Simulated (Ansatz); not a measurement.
# F4H2NZr: the cost of one run

Program: Ansatz 0.2.0. Level of theory: UKS B3LYP-D4/def2-SVP. These are calculated values, not measurements.

## Step 1: The system as given

Bond lengths: Zr1–F2 2.230 Å, Zr1–F3 1.980 Å, Zr1–F4 1.979 Å, Zr1–F5 1.979 Å, N6–H7 1.060 Å, N6–H8 1.060 Å. Angles: F2–Zr1–F3 109.4°, F2–Zr1–F4 109.5°, F2–Zr1–F5 109.5°, F3–Zr1–F4 109.5°, F3–Zr1–F5 109.5°, F4–Zr1–F5 109.5°, H7–N6–H8 120.0°.

Coordinates:

```xyz
8

Zr    0.0000    0.0000    0.0000
F     0.0000    0.0000    2.2300
F     1.8671    0.0000   -0.6593
F    -0.9326    1.6157   -0.6593
F    -0.9326   -1.6157   -0.6593
N     0.0000    0.0000    3.8100
H    -0.4960   -0.7725    4.3400
H     0.4960    0.7725    4.3400
```

## Step 2: A restrained relaxation towards end A

Springs on the bonds that form and break draw the guess towards this end; the thresholds are loose.

input.yaml

```yaml
crystal:
  periodic: [false, false, false]
  atoms:
    - { symbol: Zr, position_ang: [0.0, 0.0, 0.0] }
    - { symbol: F, position_ang: [0.0, 0.0, 2.23] }
    - { symbol: F, position_ang: [1.8671, 0.0, -0.6593] }
    - { symbol: F, position_ang: [-0.9326, 1.6157, -0.6593] }
    - { symbol: F, position_ang: [-0.9326, -1.6157, -0.6593] }
    - { symbol: "N", position_ang: [0.0, 0.0, 3.81] }
    - { symbol: H, position_ang: [-0.496, -0.7725, 4.34] }
    - { symbol: H, position_ang: [0.496, 0.7725, 4.34] }
magnetization:
  spin_polarized: true
  initial_magnetization: 1
basis:
  gaussian: { orbitals: def2-SVP }
hamiltonian:
  xc: b3lyp
  dispersion: d4
relax:
  f_tol: 0.15
  max_steps: 25
  restrain:
    - { distance: [1, 5], at: 2.48, k: 30.0 }
    - { distance: [0, 1], at: 1.98, k: 30.0 }
```

The run is started by

```console
ansatz run input.yaml --threads 4 --pin off --max-ram 5120MiB --backend cpu --events-out ev --progress --plain --runs-dir out
```

What time and memory should one allow on 4 threads of Intel Xeon Platinum 8488C (Sapphire Rapids), shared host?

About 61 s, with a peak of 0.4 GiB.
